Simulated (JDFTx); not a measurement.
Runs of JDFTx 1.7.0 (patched build) on AlCl (aluminium monochloride). The cell holds a molecule in a box, 2 atoms: a = 9.000 Å, b = 9.000 Å, c = 12.000 Å, α = 90.00°, β = 90.00°, γ = 90.00°. 

```tsv
task	level	potentials or basis	liquid model	variant of the liquid model	solvent	SCF threshold on the energy	further solve for the empty bands	gap on the mesh (eV)	largest force (eV/Å)
solvation	BP86	PseudoDojo-SR-PBE-0.5-standard with smoothed tails	NonlinearPCM	GLSSA13	H2O	1e-06 Ha	no	-	0.99
solvation	BP86	PseudoDojo-SR-PBE-0.5-standard with smoothed tails	LinearPCM	LA12	H2O	1e-06 Ha	no	-	5.29
solvation	PBEsol	PseudoDojo-SR-PBEsol-0.4.1-standard with smoothed tails	LinearPCM	LA12	H2O	1e-06 Ha	no	-	(b)
single point	PBEsol	PseudoDojo-SR-PBEsol-0.4.1-standard with smoothed tails	-	-	-	1e-07 Ha	yes	3.69	0.23
solvation	BP86	PseudoDojo-SR-PBE-0.5-standard with smoothed tails	LinearPCM	GLSSA13	H2O	1e-06 Ha	no	-	(c)
solvation	PBEsol	PseudoDojo-SR-PBEsol-0.4.1-standard with smoothed tails	LinearPCM	SCCS_g09	H2O	1e-06 Ha	no	-	0.58
solvation	PBEsol	PseudoDojo-SR-PBEsol-0.4.1-standard with smoothed tails	NonlinearPCM	GLSSA13	H2O	1e-06 Ha	no	-	0.82
solvation	BP86	PseudoDojo-SR-PBE-0.5-standard with smoothed tails	LinearPCM	SCCS_g09	H2O	1e-06 Ha	no	-	0.82
solvation	PBEsol	PseudoDojo-SR-PBEsol-0.4.1-standard with smoothed tails	LinearPCM	CANDLE	H2O	1e-06 Ha	no	-	0.81
single point	BP86	PseudoDojo-SR-PBE-0.5-standard with smoothed tails	-	-	-	1e-07 Ha	yes	(a)	0.44
```

Alike in all rows: no spin polarisation; cell as given; k mesh 1 × 1 × 1; cutoff (eV) 789; smearing fixed.

Q: Fill in the values left out.

A: (a) 3.72; (b) 5.04; (c) 0.97.

Caveats: forces may be off by hundredths of an eV/Å; the minimiser leaves empty levels unsolved, so they aren't listed (some runs); forces in the liquid are good to some per cent (some runs); the liquid is a continuum model, checked here against plausible ranges alone (some runs); the potentials were made for another functional, which shifts forces and pressure (some runs).

Runs at the PBE level aren't shown here.
